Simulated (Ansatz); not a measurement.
Crystal: Ba2Tl5V3O12.

```
Ba V Tl O
1.0
     6.48991   -6.67692   -0.04765
     6.48991    6.67692   -0.04765
    -1.96739    0.00000    5.75220
Ba V Tl O
2 3 5 12
Cartesian
  6.4899 0.2782 -0.0476
  6.4899 -3.9079 -0.0476
  9.8970 1.9304 1.4039
  1.1155 1.9304 4.2530
  5.5062 -0.9938 2.8285
  7.5378 2.3899 3.6011
  3.4747 2.3899 2.0558
  5.5062 6.4755 2.8285
  2.4016 -1.2210 1.2385
  8.6109 -1.2210 4.4184
  0.8627 1.7317 2.5341
  6.4815 0.0639 3.8372
  7.0413 -3.2392 4.8045
  8.1926 1.8299 1.1215
  6.5476 -1.8120 1.7511
  0.1757 0.7388 5.0824
  4.4649 -1.8120 3.9058
  10.8367 0.7388 0.5745
  3.9711 -3.2392 0.8524
  2.8198 1.8299 4.5354
  10.1497 1.7317 3.1228
  4.5309 0.0639 1.8197
```

The cell was built by a generator and needn't be a form met in nature.

```yaml
Program: Ansatz 0.2.0
Task: relaxation of cell and atoms
Functional: PBE
Dispersion: D3(BJ)
Potentials_or_basis: Ansatz PAW
Cutoff: "420 eV (not typed: the program's choice for these potentials)"
k_mesh: 2 × 2 × 4
Occupations: fermi-dirac, width 0.05 eV
Spin: collinear spin, ferromagnetic start
Starting_moments: "[0.0, 0.0, 2.0, 2.0, 2.0, 0.0, 0.0, 0.0, 0.0, 0.0, 0.0, 0.0, 0.0, 0.0, 0.0, 0.0, 0.0, 0.0, 0.0, 0.0, 0.0, 0.0] μB"
```

At the start: volume 22.60 Å³/atom.

Question: Where does the relaxation end?

Answer: It ends after 11 steps and the volume is 21.01 Å³/atom (-7.0 %); space group C2 (No. 5, to 0.05 Å); moment 0.00 μB per cell.

The path:
| step | energy change (eV) | largest force (eV/Å) | volume (Å³) |
| --- | --- | --- | --- |
| 1 | 0.0000 | 0.1503 | 497.26 |
| 2 | -0.1101 | 0.0894 | 477.52 |
| 3 | -0.1468 | 0.3009 | 463.75 |
| 4 | -0.1498 | 0.0461 | 467.46 |
| 5 | -0.1531 | 0.0430 | 466.30 |
| 6 | -0.1524 | 0.0310 | 467.01 |
| 7 | -0.1537 | 0.0106 | 466.49 |
| 8 | -0.1128 | 0.0105 | 466.49 |
| 9 | -0.1238 | 0.0244 | 462.11 |
| 10 | -0.1238 | 0.0086 | 462.26 |
| 11 | -0.1157 | 0.0086 | 462.26 |

Final structure:
```
Ba V Tl O
1.0
     6.33010   -6.38998   -0.06952
     6.33010    6.38998   -0.06952
    -1.93846    0.00000    5.73531
Ba V Tl O
2 3 5 12
Direct
  0.47954 0.52046 0.00000
  0.79872 0.20128 0.00000
  0.65827 0.94503 0.26899
  0.05497 0.34173 0.73101
  0.57501 0.42499 0.50000
  0.48255 0.86451 0.64515
  0.13549 0.51745 0.35485
  0.03006 0.96994 0.50000
  0.30136 0.12257 0.22576
  0.87743 0.69864 0.77424
  0.00924 0.25698 0.43154
  0.59463 0.61152 0.67940
  0.90513 0.42432 0.83153
  0.51451 0.80377 0.21778
  0.69497 0.41951 0.31762
  0.10365 0.19942 0.87912
  0.58049 0.30503 0.68238
  0.80058 0.89635 0.12088
  0.57568 0.09487 0.16847
  0.19623 0.48549 0.78222
  0.74302 0.99076 0.56846
  0.38848 0.40537 0.32060
```

Caveat: the plane-wave basis is chosen anew once the cell has moved, so the energies of steps on either side of that aren't comparable; the pressure holds a Pulay correction of +0.3 GPa for the finite cutoff; the starting moments weren't kept.
